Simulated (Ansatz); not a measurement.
# AlGaH₄: a ladder of functionals and wavefunction methods

An exercise on one series of results from a longer session: the logs are not shown, and one member is left open.

Program: Ansatz 0.2.0, Gaussian basis. Level of theory: functionals in def2-TZVPP, the program's frozen cores in correlated methods. These are calculated values, not measurements.

Levels to be run: LDA (SPW92), PBE-D4, revPBE-D4, BLYP-D4, r2SCAN-D4, B97M-V, PBE0-D4, B3LYP-D4, r2SCANh-D4, r2SCAN0-D4, HSE06-D4, BHLYP-D4, CAM-B3LYP-D4, LC-ωPBE, ωB97X-V, ωB97M-V, B2PLYP, PBE-QIDH; CCSD(T)/def2-SVP; CCSD(T)/def2-TZVPP; MP2/def2-QZVPP; extrapolation to the limit; RPA on PBE.

**The relaxed structure**

The geometry comes from an earlier relaxation with PBE0-D4 in a triple-zeta def2 set; it is a stationary point.

6 atoms, charge 0, spin multiplicity 1.

Atoms are counted from 1 here; the program's logs count them from 0.

Bond lengths: Al1–Ga2 2.446 Å, Al1–H3 1.582 Å, Al1–H4 1.582 Å, Al1–H5 1.713 Å, Ga2–H6 1.592 Å. Angles: Ga2–Al1–H3 114.1°, Ga2–Al1–H4 113.7°, Ga2–Al1–H5 54.3°, H3–Al1–H4 128.1°, H3–Al1–H5 111.8°, H4–Al1–H5 111.6°, Al1–Ga2–H6 143.5°.

As a file:

```
Al   -0.0371   -1.0367   -0.0220
Ga   -0.4337    1.3268   -0.5104
H    -1.1396   -1.7000    0.8983
H     0.9283   -1.7458   -1.0555
H     0.7279    0.2860    0.7526
H    -0.0037    2.8057   -0.1092
```

The first run:

Input file in.yaml:

```yaml
crystal:
  periodic: [false, false, false]
  atoms:
    - {symbol: Al, position_ang: [-0.037113, -1.036675, -0.021971]}
    - {symbol: Ga, position_ang: [-0.433748, 1.326780, -0.510416]}
    - {symbol: H, position_ang: [-1.139585, -1.699990, 0.898294]}
    - {symbol: H, position_ang: [0.928338, -1.745837, -1.055476]}
    - {symbol: H, position_ang: [0.727897, 0.286031, 0.752576]}
    - {symbol: H, position_ang: [-0.003689, 2.805693, -0.109206]}
basis:
  gaussian: {orbitals: def2-TZVPP}
hamiltonian: {xc: lda}
output: {orbitals: {seedname: orbitals}}
```

Command:

```
> ansatz run in.yaml --threads 2 --pin off --events-out ev --progress --plain --max-ram 4352MiB
```

Steps of the session up to this table: LDA; PBE-D4 (GGA); revPBE-D4 (GGA); BLYP-D4 (GGA); r2SCAN-D4 (meta-GGA); B97M-V (meta-GGA); B3LYP-D4 (hybrid); r2SCANh-D4 (hybrid); r2SCAN0-D4 (hybrid); HSE06-D4 (hybrid); BHLYP-D4 (hybrid); CAM-B3LYP-D4 (range-separated); LC-ωPBE (range-separated); ωB97X-V (range-separated); ωB97M-V (range-separated); B2PLYP (double hybrid); PBE-QIDH (double hybrid).

One table of the session follows, with a row left open; its other results are not shown here.

It belongs to the step «Frontier levels by functional». 

| functional | HOMO (eV) | LUMO (eV) | gap (eV) |
| --- | --- | --- | --- |
| LDA (SPW92) | -5.95 | -3.29 | 2.65 |
| PBE-D4 | -5.83 | -3.06 | 2.77 |
| revPBE-D4 | -5.79 | -2.96 | 2.83 |
| BLYP-D4 | -5.72 | -2.96 | 2.76 |
| r2SCAN-D4 | -6.06 | -2.90 | 3.16 |
| B97M-V | -6.09 | -3.04 | 3.06 |
| PBE0-D4 | -6.73 | -2.30 | 4.44 |
| B3LYP-D4 | ? | ? | ? |
| r2SCANh-D4 | -6.39 | -2.62 | 3.77 |
| r2SCAN0-D4 | -6.89 | -2.21 | 4.68 |
| HSE06-D4 | -6.34 | -2.66 | 3.68 |
| BHLYP-D4 | -7.54 | -1.51 | 6.04 |
| CAM-B3LYP-D4 | -7.93 | -1.34 | 6.60 |
| LC-ωPBE | -9.12 | -0.24 | 8.88 |
| ωB97X-V | -8.84 | -0.35 | 8.48 |
| ωB97M-V | -8.71 | -0.53 | 8.17 |

Q: Estimate the row for B3LYP-D4 from the others.

Worked estimate for «HOMO (eV)». Against the share of exact exchange, BLYP-D4 (0, -5.72), BHLYP-D4 (0.5, -7.54) give a slope of -3.64 per unit share; at 0.2 the line stands at -6.45.

**Answer.** HOMO (eV): -6.60; LUMO (eV): -2.51; gap (eV): 4.09. In «HOMO (eV)» the line misses by +0.15.
